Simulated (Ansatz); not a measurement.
# Nd2SiS: the cost of one run

Computed with Ansatz 0.2.0 (DFT PBE, scalar-relativistic, plane waves, PAW; 4f electrons in the core of a trivalent norm-conserving potential, unless a step's input says otherwise).

## (1) Starting point

The structure is tetragonal, space group P4/mmm (No. 123). The conventional cell has a = 4.566 Å, b = 4.566 Å, c = 5.341 Å, α = 90.00°, β = 90.00°, γ = 90.00°. Around Nd (site symmetry 4/mmm) lie 2 Nd at 2.67 Å. Around Si (site symmetry 4/mmm) lie 2 S at 2.67 Å. S (site symmetry 4/mmm) has 2 Si at 2.67 Å in its first shell of neighbours.

Coordinates:

```
CELL_PARAMETERS angstrom
4.56641 0.00000 0.00000
0.00000 4.56641 0.00000
0.00000 0.00000 5.34126
ATOMIC_POSITIONS crystal
Nd 0.50000 0.50000 0.00000
Nd 0.50000 0.50000 0.50000
Si 0.00000 0.00000 0.50000
S 0.00000 0.00000 0.00000
```

Recipe of the guess: random cell by space group and Wyckoff sites (P4/mmm, No. 123). Lengths come from tabulated atomic sizes and are only a guess.

## (2) A first look at the guess

The input, input.yaml:

```yaml
crystal:
  lattice:
    - [4.56640817, 0.0, 0.0]
    - [0.0, 4.56640817, 0.0]
    - [0.0, 0.0, 5.34126204]
  atoms:
    - { symbol: Nd, position: [0.5, 0.5, 0.0] }
    - { symbol: Nd, position: [0.5, 0.5, 0.5] }
    - { symbol: Si, position: [0.0, 0.0, 0.5] }
    - { symbol: S, position: [0.0, 0.0, 0.0] }
basis:
  ecutwfc: 660
kpoints:
  mp_grid: { grid: [4, 4, 4] }
hamiltonian:
  xc: pbe
  pseudopotentials:
    kind: paw
    azcp: { Nd: "pseudopotentials/pbe/nc/lanthanide_3plus/Nd.nc.azcp" }
scf:
  occupations: { method: gaussian, width: 0.1 }
  lower_state_search: "off"
output:
  forces: true
  stress: true
  eigenvalues: true
```

The run is started by

```
> ansatz run input.yaml --threads 1 --pin off --max-ram 2560MiB --backend cpu --events-out ev --progress --plain --runs-dir out
```

What time and memory should one allow on 1 thread of Arm Neoverse V2, shared host?

About 4.5 s, with a peak of 0.38 GiB.
